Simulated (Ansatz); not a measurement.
# Alloy of SrO and BaO (26 of 32 Sr sites exchanged), 64 atoms

How does this alloy cell relax, and what gap do PBEsol and HSE06 give?

All numbers are computed with Ansatz 0.2.0 (PAW, plane waves).

## Step 1: Starting point

64 atoms (32 O, 26 Ba, 6 Sr); a = 10.841 Å, b = 10.841 Å, c = 10.841 Å, α = 90.00°, β = 90.00°, γ = 90.00°. All atoms were shaken off their sites by about 0.02 Å along each axis.

Plan of the steps: (2) PBEsol cell relaxation at the single k point (¼, ¼, ¼), on 8 threads of AMD EPYC 7R43; (3) HSE06 single point at the Γ point alone, on 8 threads of AMD EPYC 7R43.

## Step 2: Relaxing cell and atoms with PBEsol

in.yaml reads:

```yaml
crystal:
  lattice:
    - [10.841056, 0.000000, 0.000000]
    - [0.000000, 10.841056, 0.000000]
    - [0.000000, 0.000000, 10.841056]
  atoms:
    - { symbol: O, position: [0.247190, 0.998952, 0.000311] }
    - { symbol: O, position: [0.252216, 0.000904, 0.498204] }
    - { symbol: O, position: [0.248229, 0.502231, 0.998625] }
    - { symbol: O, position: [0.249335, 0.502476, 0.502530] }
    - { symbol: O, position: [0.750403, 0.000526, 0.000928] }
    - { symbol: O, position: [0.749938, 0.000009, 0.497313] }
    - { symbol: O, position: [0.751448, 0.500821, 0.001332] }
    - { symbol: O, position: [0.749704, 0.501635, 0.502658] }
    - { symbol: O, position: [0.000715, 0.250584, 0.999310] }
    - { symbol: O, position: [0.995755, 0.246401, 0.502799] }
    - { symbol: O, position: [0.002744, 0.750473, 0.001966] }
    - { symbol: O, position: [0.000440, 0.753993, 0.495552] }
    - { symbol: O, position: [0.499009, 0.247894, 0.997566] }
    - { symbol: O, position: [0.498437, 0.251988, 0.501664] }
    - { symbol: O, position: [0.501367, 0.752258, 0.000846] }
    - { symbol: O, position: [0.501168, 0.750656, 0.496883] }
    - { symbol: O, position: [0.002654, 0.000206, 0.245206] }
    - { symbol: O, position: [0.001121, 0.001622, 0.750037] }
    - { symbol: O, position: [0.998782, 0.502283, 0.249219] }
    - { symbol: O, position: [0.998431, 0.499500, 0.749063] }
    - { symbol: O, position: [0.501261, 0.999177, 0.250424] }
    - { symbol: O, position: [0.499836, 0.001474, 0.754350] }
    - { symbol: O, position: [0.499288, 0.498269, 0.247393] }
    - { symbol: O, position: [0.499195, 0.500508, 0.748337] }
    - { symbol: O, position: [0.250298, 0.249305, 0.251476] }
    - { symbol: O, position: [0.249531, 0.251222, 0.749165] }
    - { symbol: O, position: [0.249890, 0.749819, 0.251287] }
    - { symbol: O, position: [0.245568, 0.747519, 0.748296] }
    - { symbol: O, position: [0.751533, 0.248983, 0.250648] }
    - { symbol: O, position: [0.752096, 0.248736, 0.745681] }
    - { symbol: O, position: [0.752184, 0.749282, 0.251554] }
    - { symbol: O, position: [0.750306, 0.750970, 0.749769] }
    - { symbol: Ba, position: [0.996127, 0.998755, 0.000523] }
    - { symbol: Ba, position: [0.998375, 0.999062, 0.501962] }
    - { symbol: Ba, position: [0.996723, 0.498203, 0.999713] }
    - { symbol: Ba, position: [0.503632, 0.998232, 0.002210] }
    - { symbol: Ba, position: [0.498997, 0.998850, 0.500348] }
    - { symbol: Ba, position: [0.498033, 0.499257, 0.998083] }
    - { symbol: Ba, position: [0.500609, 0.498229, 0.499569] }
    - { symbol: Ba, position: [0.251724, 0.250280, 0.000284] }
    - { symbol: Ba, position: [0.252505, 0.249732, 0.502471] }
    - { symbol: Ba, position: [0.249981, 0.749438, 0.003269] }
    - { symbol: Ba, position: [0.750563, 0.751896, 0.000843] }
    - { symbol: Ba, position: [0.749397, 0.747007, 0.500725] }
    - { symbol: Ba, position: [0.251177, 0.999932, 0.251115] }
    - { symbol: Ba, position: [0.245902, 0.001078, 0.750274] }
    - { symbol: Ba, position: [0.251053, 0.500502, 0.247391] }
    - { symbol: Ba, position: [0.251972, 0.498828, 0.748954] }
    - { symbol: Ba, position: [0.751090, 0.999035, 0.250311] }
    - { symbol: Ba, position: [0.749961, 0.000852, 0.751161] }
    - { symbol: Ba, position: [0.748784, 0.499015, 0.749896] }
    - { symbol: Ba, position: [0.000315, 0.248990, 0.248873] }
    - { symbol: Ba, position: [0.000182, 0.251589, 0.748541] }
    - { symbol: Ba, position: [0.002850, 0.749755, 0.248351] }
    - { symbol: Ba, position: [0.997673, 0.749113, 0.750890] }
    - { symbol: Ba, position: [0.498317, 0.252317, 0.251380] }
    - { symbol: Ba, position: [0.503652, 0.250336, 0.751988] }
    - { symbol: Ba, position: [0.497197, 0.746510, 0.750264] }
    - { symbol: Sr, position: [0.000579, 0.498308, 0.500188] }
    - { symbol: Sr, position: [0.251393, 0.752407, 0.499473] }
    - { symbol: Sr, position: [0.754155, 0.250320, 0.000743] }
    - { symbol: Sr, position: [0.750303, 0.249271, 0.497807] }
    - { symbol: Sr, position: [0.750878, 0.500127, 0.252715] }
    - { symbol: Sr, position: [0.499142, 0.751576, 0.249914] }
  symmetry: { detect: false }
kpoints:
  mp_grid: { grid: [1, 1, 1], shift: [0.25, 0.25, 0.25] }
hamiltonian:
  xc: pbesol
scf:
  occupations: { method: fermi_dirac, width: 0.01 }
relax:
  f_tol: 0.03
  max_steps: 80
  escape_saddle: false
  adjacent_minimum: "off"
  cell: { fix: [shape] }
output:
  forces: true
  eigenvalues: true
  populations: true
```

Run with:

```bash
$ ansatz run in.yaml --threads 8 --pin off --max-ram 15200MiB --runs-dir r --events-out ev --progress --plain
```

The program printed:

```text
Pseudopotentials: kind: paw
Functional definition: PBEsol
  exchange = pbesol_x
  correlation = pbesol_c
Crystal: 64 atoms, lattice volume = 1274.133 Å³
Basis set: ecut = 420 eV, 24885 PW (Γ), exchange–correlation on 150×150×150 points (8 copies of the dense FFT grid, shifted against one another)
Bands: 320, of which v1, the nominal top of the filled ones, is band 256 counted from 1 (255 counted from 0)
Symmetry: 1 space group operations
k-points: 1
Non-local potential: O, projectors of the file, l = 0: 2, l = 1: 2, l = 2: 1
Non-local potential: Ba, projectors of the file, l = 0: 3, l = 1: 2, l = 2: 2, l = 3: 2
Non-local potential: Sr, projectors of the file, l = 0: 3, l = 1: 2, l = 2: 2
PAW form: soft (Blöchl's): semilocal exchange-correlation on the pseudo side does not see the compensation charge
PAW frozen core: O, regenerated for the run's functional, and the local potential with it (the file was generated under x = pbe(κ = 0.804, μ = 0.2195149727645171), c = pbe(β = 0.06672455060314922))
PAW frozen core: Ba, regenerated for the run's functional, and the local potential with it (the file was generated under x = pbe(κ = 0.804, μ = 0.2195149727645171), c = pbe(β = 0.06672455060314922))
PAW frozen core: Sr, regenerated for the run's functional, and the local potential with it (the file was generated under x = pbe(κ = 0.804, μ = 0.2195149727645171), c = pbe(β = 0.06672455060314922))
PAW one-centre angular grid: O, 110 points (default); XC on 64 Gauss nodes
PAW one-centre angular grid: Ba, 194 points (default); XC on 64 Gauss nodes
PAW one-centre angular grid: Sr, 110 points (default); XC on 64 Gauss nodes
Initial density: superposition of atomic densities (neutral atoms: chi_scale 0, normalization atom), corrected by the library's trained network
Initial wavefunctions: pseudopotential atomic-orbital guess
Functional: x = pbesol(κ = 0.804, μ = 0.12345679012345678), c = pbesol(β = 0.046)
SCF iter   1: F=—  HF=-191413.867621 eV  |F-HF|=—  |Δ(HF+E_count)|=         —  Δρ=1.46e-2  dr2=2.73e0  ethr=1.77e-3  ⟨swp⟩=8.0  Hψ=1596  notcnv=0  defer=36
preconditioner: auto → Resta (q_TF=auto, 2.344 Å⁻¹)  ε∞=4.2  [insulator: Δε(μ)=2.396 eV  Ē_g=12.345 eV  σ=0.010 eV  W_gap=1.00  n_scr=256 (ndim 8)  ℏωp=22.0 eV  f_vac=0.000  D(μ)=0.00/eV (n_scr^D=0)  ε∞_Penn≈4.2]
SCF iter   2: F=—  HF=-191413.329943 eV  |F-HF|=—  |Δ(HF+E_count)|=   5.38e-1  Δρ=2.10e-3  dr2=7.72e-2  ethr=5.33e-4  ⟨swp⟩=2.0  Hψ=465  notcnv=0  defer=58
SCF iter   3: F=—  HF=-191413.321760 eV  |F-HF|=—  |Δ(HF+E_count)|=   8.18e-3  Δρ=9.01e-4  dr2=8.90e-3  ethr=1.51e-5  ⟨swp⟩=2.0  Hψ=358  notcnv=0  defer=58
SCF iter   4: F=—  HF=-191413.321765 eV  |F-HF|=—  |Δ(HF+E_count)|=   4.86e-6  Δρ=1.59e-4  dr2=3.33e-4  ethr=1.74e-6  ⟨swp⟩=2.0  Hψ=364  notcnv=0  defer=58
SCF iter   5: F=—  HF=-191413.321838 eV  |F-HF|=—  |Δ(HF+E_count)|=   7.30e-5  Δρ=5.58e-5  dr2=3.70e-5  ethr=6.50e-8  ⟨swp⟩=2.0  Hψ=518  notcnv=0  defer=58
SCF iter   6: F=—  HF=-191413.319448 eV  |F-HF|=—  |Δ(HF+E_count)|=   2.39e-3  Δρ=1.41e-5  dr2=1.73e-6  ethr=7.23e-9  ⟨swp⟩=2.0  Hψ=518  notcnv=0  defer=58
SCF iter   7: F=—  HF=-191413.319449 eV  |F-HF|=—  |Δ(HF+E_count)|=   9.25e-7  Δρ=4.55e-6  dr2=2.32e-7  ethr=1.95e-11  ⟨swp⟩=17.0  Hψ=2283  notcnv=0
SCF iter   8: F=-191413.319449 eV  HF=-191413.319449 eV  |F-HF|=2.93e-8  |Δ(HF+E_count)|=   1.31e-7  Δρ=2.15e-6  dr2=4.88e-8  ethr=1.95e-11  ⟨swp⟩=4.0  Hψ=1092  notcnv=0
SCF 1 converged in 8 iterations: F = -191413.319449 eV  dr2 = 4.88e-8
relax step   1: F+E_penalty+E_count = -191413.31944942 eV  Δ(F+E_penalty+E_count) = +0.000e0 eV  max|allowed force component| = 5.837e-1 eV/Å  Δτ_max = 0.0000 Å  P = +0.521 GPa  Ω = 1274.133 Å³  fix = [alpha, beta, gamma, b/a, c/a]  reactions: b/a +0.022, c/a -0.019 GPa; alpha +0.004, beta +0.014, gamma +0.026 GPa/rad  (8 SCF iters, dr2 threshold 1.00e-7 eV, accepted)
[... 14 lines left out ...]
relax step   2: F+E_penalty+E_count = -191413.74828633 eV  Δ(F+E_penalty+E_count) = -4.288e-1 eV  max|allowed force component| = 5.984e-1 eV/Å  Δτ_max = 0.1950 Å  P = -1.073 GPa  Ω = 1293.620 Å³  energy of the carried Pulay correction = -3.867e-2 eV  fix = [alpha, beta, gamma, b/a, c/a]  reactions: b/a -0.014, c/a +0.013 GPa; alpha +0.010, beta +0.025, gamma +0.042 GPa/rad  (7 SCF iters, dr2 thres [...]
[... 3 lines left out ...]
relax step   3: F+E_penalty+E_count = -191414.16292745 eV  Δ(F+E_penalty+E_count) = -4.146e-1 eV  max|allowed force component| = 4.975e-2 eV/Å  Δτ_max = 0.0649 Å  P = +0.063 GPa  Ω = 1276.316 Å³  energy of the carried Pulay correction = -4.362e-3 eV  fix = [alpha, beta, gamma, b/a, c/a]  reactions: b/a -0.002, c/a +0.014 GPa; alpha +0.014, beta +0.011, gamma +0.031 GPa/rad  (7 SCF iters, dr2 thres [...]
[... 11 lines left out ...]
relax step   4: F+E_penalty+E_count = -191414.16558264 eV  Δ(F+E_penalty+E_count) = -2.655e-3 eV  max|allowed force component| = 2.280e-2 eV/Å  Δτ_max = 0.0386 Å  P = +0.016 GPa  Ω = 1276.985 Å³  energy of the carried Pulay correction = -5.697e-3 eV  fix = [alpha, beta, gamma, b/a, c/a]  reactions: b/a -0.001, c/a +0.018 GPa; alpha +0.015, beta +0.010, gamma +0.031 GPa/rad  (7 SCF iters, dr2 thres [...]
[... 12 lines left out ...]
relax step   5: F+E_penalty+E_count = -191414.16974552 eV  Δ(F+E_penalty+E_count) = -4.163e-3 eV  max|allowed force component| = 2.282e-2 eV/Å  Δτ_max = 0.0000 Å  P = +0.026 GPa  Ω = 1276.985 Å³  fix = [alpha, beta, gamma, b/a, c/a]  reactions: b/a -0.001, c/a +0.017 GPa; alpha +0.014, beta +0.010, gamma +0.030 GPa/rad  stress off target by 2.65e-2 GPa on what of the cell is left free  SCF on the [...]
SCF converged after 7 iterations
Free energy (F): -191414.169746 eV
Harris-Foulkes:  -191414.169746 eV  (|F-HF|=5.82e-11)
Internal energy: -191414.169746 eV  (E = F + TS)
E sigma→0 (E₀):  -191414.169746 eV
Fermi energy:    9.809309 eV
--- Per-component energies (eV) ---
  E_band       = -640.011136
  E_kinetic    = 11494.425049
  E_local      = -19645.567534  (includes V_loc(G=0)·N_el)
  E_nonlocal   = 4286.039509
  E_hartree    = 6563.218779
  E_xc         = -7760.916463
  E_vxc        = -7566.843757  (∫ρ·V_xc dr)
  E_paw        = -154379.835776  (= ΣΔE_a)
  E_vpaw       = -2334.578492  (= ΣTr[D̂ρ^β])
  E_aug_tail   = 0.076241  (compensation charges beyond the density's cutoff)
  E_ewald      = -31977.482110
  E_core_change = 5.872559  (= ΣΔE_core)
  E_smearing   = -0.000000  (= −TS)
  E_closure    = -0.000000  (closes the sum)
  Σ components = -191414.169746   (vs F -191414.169746, Δ=0.00e0)
--- Forces (eV/Å), atoms counted from 1 ---
  atom   1  O     -0.00555663     0.00380992    -0.00100305
  atom   2  O     -0.00051720     0.00253419     0.00470990
  atom   3  O     -0.00687056    -0.00302336     0.00097478
  atom   4  O      0.00079324    -0.00595328     0.00090115
  atom   5  O      0.00138081     0.01572867     0.00427223
  atom   6  O     -0.00155087     0.00942657     0.00056048
  atom   7  O      0.00497185     0.00076268    -0.00441216
  atom   8  O     -0.00733547     0.01089876    -0.00875869
  atom   9  O     -0.00522876     0.00392391    -0.00285527
  atom  10  O      0.01108511     0.00004785     0.00149574
  atom  11  O     -0.00045675    -0.00568914     0.00312365
  atom  12  O      0.00263360    -0.00667986     0.00465292
  atom  13  O      0.00786114    -0.00437441     0.00547229
  atom  14  O      0.00221010     0.00320093    -0.00411397
  atom  15  O     -0.00532596     0.00035214     0.00452641
  atom  16  O      0.00345755    -0.00792867     0.00132641
  atom  17  O      0.00152824    -0.00440761     0.00228868
  atom  18  O      0.00233823    -0.00043996    -0.00190571
  atom  19  O      0.00258930    -0.00365256     0.00445934
  atom  20  O     -0.00247190    -0.00472781    -0.00053091
  atom  21  O     -0.00735330    -0.01086132    -0.00234172
  atom  22  O     -0.00285960    -0.00679706     0.00907732
  atom  23  O     -0.00142650     0.00132750     0.00006183
  atom  24  O      0.00259288     0.00160295    -0.00138881
  atom  25  O      0.00575156    -0.00431965    -0.00543062
  atom  26  O      0.00470568    -0.00541588    -0.00563835
  atom  27  O      0.00124423     0.00301298    -0.00456001
  atom  28  O      0.00705917     0.00275604     0.00011480
  atom  29  O      0.00193525     0.00377098     0.02282414
  atom  30  O     -0.00110062     0.00697114    -0.00332283
  atom  31  O     -0.00160841    -0.00307976    -0.00490610
  atom  32  O     -0.00839557    -0.00407761    -0.00715757
  atom  33  Ba    -0.00512985    -0.00155895    -0.00230469
  atom  34  Ba    -0.00324756    -0.00656200     0.00019352
  atom  35  Ba    -0.00318452    -0.00068529     0.00758971
  atom  36  Ba     0.00229702    -0.00184261     0.00330077
  atom  37  Ba     0.00430230     0.00451409     0.00342505
  atom  38  Ba    -0.00686535    -0.00105661    -0.01252400
  atom  39  Ba    -0.01162426    -0.00378712     0.01010985
  atom  40  Ba    -0.00012484     0.00226918     0.00011582
  atom  41  Ba    -0.01897146     0.01145042     0.00049300
  atom  42  Ba     0.00814427     0.00357265     0.00243060
  atom  43  Ba     0.00408746     0.00282010     0.00443252
  atom  44  Ba     0.01496277     0.00960517    -0.00236142
  atom  45  Ba     0.00837668    -0.00767675     0.00454133
  atom  46  Ba    -0.00061337    -0.00991334    -0.00571377
  atom  47  Ba    -0.00124419     0.00042512     0.00022974
  atom  48  Ba    -0.01115709     0.00774769    -0.00300171
  atom  49  Ba     0.00064973    -0.00349390    -0.01276083
  atom  50  Ba     0.00318087     0.00061115     0.00059752
  atom  51  Ba     0.00822180     0.00442859     0.01432647
  atom  52  Ba     0.00709419    -0.00770877    -0.00654455
  atom  53  Ba     0.00493718    -0.01199991     0.00323155
  atom  54  Ba    -0.00166677     0.00733281    -0.00260066
  atom  55  Ba     0.00582684     0.00962495     0.00337959
  atom  56  Ba    -0.00489042     0.00071929     0.00028859
  atom  57  Ba    -0.00234532     0.00395344    -0.00665628
  atom  58  Ba    -0.00799093     0.00291978    -0.00184089
  atom  59  Sr    -0.00638271    -0.00129039     0.00216693
  atom  60  Sr     0.00063259     0.00908311     0.00601891
  atom  61  Sr     0.00148224     0.00874143    -0.01621021
  atom  62  Sr     0.00085054    -0.01165668    -0.01891032
  atom  63  Sr     0.00927560    -0.02127839     0.01148120
  atom  64  Sr    -0.00496393     0.01199182     0.00056052
  max |Σ_I F_I| component: 6.45e-7 eV/Å
--- Stress (GPa, compression-positive) ---
        0.010251      -0.030319      -0.009525
       -0.030319       0.025348      -0.014454
       -0.009525      -0.014454       0.043875
  P = ⅓ Tr σ = 0.0265 GPa (0.265 kbar)
--- Band table (eV) ---
  k-point 0: bands = [... 244 lower levels ..., "8.2683", "8.2831", "8.2939", "8.2974", "8.3138", "8.3298", "8.3735", "8.3888", "8.3934", "8.4863", "8.4947", "8.4970", "11.1164", "11.1315", "11.1465", "11.5596", "11.6104", "11.6531", "12.3250", "12.3621", "12.3980", "12.4339", "12.4549", "12.5153", ... 52 higher levels ...]
--- Relaxed structure (4 steps of the walk, 4 accepted, 1 SCFs on fresh bases) ---
  F+E_penalty+E_count = -191414.16974552 eV   max|allowed force component| = 2.282e-2 eV/Å   (the final SCF, on the basis selected at the relaxed cell)
  cell:  # Å, volume = 1276.9852 Å³
    - [10.849139414101897, 7.562824407723206e-113, 4.09185580370402e-145]
    - [7.562824407723206e-113, 10.849139414101897, 1.831889785174378e-144]
    - [4.09185580370402e-145, 1.831889785174378e-144, 10.849139414101897]
  atoms:
    - { symbol: O, position: [0.24977516459773874, 1.0008031124827155, 0.00016188018320273246] }
    - { symbol: O, position: [0.24850061153158448, -0.006284105240140925, 0.49894642566372366] }
[... 62 atoms left out; the next input holds them all, rounded ...]
--- Löwdin populations: 64 sites ---
  site symbol       q [e]
     0      O      7.3283
     1      O      7.3232
     2      O      7.3258
     3      O      7.3196
     4      O      7.3238
     5      O      7.3212
     6      O      7.3201
     7      O      7.3161
     8      O      7.3240
     9      O      7.3199
    10      O      7.3257
    11      O      7.3193
    12      O      7.3241
    13      O      7.3214
    14      O      7.3241
    15      O      7.3195
    16      O      7.3265
    17      O      7.3292
    18      O      7.3205
    19      O      7.3249
    20      O      7.3248
    21      O      7.3293
    22      O      7.3206
    23      O      7.3265
    24      O      7.3247
    25      O      7.3272
    26      O      7.3212
    27      O      7.3252
    28      O      7.3179
    29      O      7.3210
    30      O      7.3191
    31      O      7.3244
    32     Ba      8.3019
    33     Ba      8.2989
    34     Ba      8.2992
    35     Ba      8.3001
    36     Ba      8.2988
    37     Ba      8.2986
    38     Ba      8.2957
    39     Ba      8.3038
    40     Ba      8.3011
    41     Ba      8.3017
    42     Ba      8.3001
    43     Ba      8.2975
    44     Ba      8.3005
    45     Ba      8.3017
    46     Ba      8.2974
    47     Ba      8.3004
    48     Ba      8.2971
    49     Ba      8.3003
    50     Ba      8.2970
    51     Ba      8.2970
    52     Ba      8.2981
    53     Ba      8.2974
    54     Ba      8.3006
    55     Ba      8.2972
    56     Ba      8.3005
    57     Ba      8.3007
    58     Sr      8.3805
    59     Sr      8.3823
    60     Sr      8.3824
    61     Sr      8.3823
    62     Sr      8.3795
    63     Sr      8.3815
  spilling = 0.022635 (of n_electrons = 512.000000)
```

Run time: 1.8 min. Hardware: 8 threads of AMD EPYC 7R43, shared host; peak memory 2.5 GiB.

Step by step (solves on a freshly chosen basis count as rows, and their energies jump a little):

```csv
accepted step,energy change (eV),largest force component (eV/Å),SCF cycles,pressure (GPa)
1,0.000,0.584,8,0.52
2,-0.429,0.598,7,-1.07
3,-0.843,0.050,7,0.06
4,-0.846,0.023,7,0.02
5,-0.850,0.023,7,0.03
```

Largest shifts, less the median shift:

```csv
atom,shift (Å),dx,dy,dz
O8,0.143,0.072,-0.075,-0.099
O10,0.142,-0.031,0.133,-0.037
O23,0.138,0.097,0.085,0.048
O12,0.135,0.047,-0.123,0.028
O13,0.134,0.122,0.030,0.047
O6,0.132,0.022,0.130,0.012
O31,0.131,-0.100,-0.085,0.002
O5,0.128,0.000,0.128,0.012
```

|  | before | after | change |
| --- | --- | --- | --- |
| a (Å) | 10.841 | 10.849 | +0.07 % |
| b (Å) | 10.841 | 10.849 | +0.07 % |
| c (Å) | 10.841 | 10.849 | +0.07 % |
| volume (Å³/atom) | 19.908 | 19.953 | +0.22 % |

Bonds in the relaxed cell, counted within a distance cut:

```csv
pair,count,mean (Å),spread (Å),least,most
Ba–O,156,2.731,0.047,2.654,2.895
O–Sr,36,2.635,0.039,2.599,2.821
```

Top filled level 8.497 eV, lowest empty level 11.116 eV: 2.62 eV apart at the single k point (¼, ¼, ¼).

[end of part 1 of 2]
